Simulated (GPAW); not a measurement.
# Ca3AsP in GPAW: convergence with density grid spacing (A)

Ca3AsP:

```
As Ca P
1.0
     5.33390    0.00000    0.00000
     0.00000    5.33390    0.00000
     0.00000    0.00000    5.33390
As Ca P
1 3 1
Direct
  0.00000 0.00000 0.00000
  0.50000 0.50000 0.00000
  0.50000 0.00000 0.50000
  0.00000 0.50000 0.50000
  0.50000 0.50000 0.50000
```

The cell comes from a database or a generator and needn't be the stable form of this composition.

```yaml
Program: GPAW 26.7.0
Task: convergence study
Functional: PBE
Potentials_or_basis: GPAW PAW data sets (gpaw-data 1.2.1)
Cutoff: 600 eV
Basis: pw
Grid_spacing: 0.24 Å
k_mesh: 5 × 5 × 5
Occupations: fermi-dirac, width 0.05 eV
Spin: no spin polarisation
```

These are the settings of the first run; the series varies density grid spacing (A), with any setting tied to it.

Hardware: 1 thread of AMD EPYC 7R43 64-Core Processor (Zen 3) (shared host).

```csv
density grid spacing (A),"energy less the tightest run, at zero smearing (meV/atom)",SCF cycles,CPU time (s),peak memory (GiB)
0.24,-0.18,11,20,0.21
0.2,-0.26,11,25,0.21
0.17,-0.13,11,22,0.23
0.15,-0.08,11,31,0.24
0.13,-0.04,11,42,0.28
0.11,-0.02,11,69,0.35
0.09,0.00,11,96,0.5
```

Against the tightest run, the energy stays within 1 meV/atom from 0.24 on. The tightest run that finished is the yardstick and may itself not be fully converged.
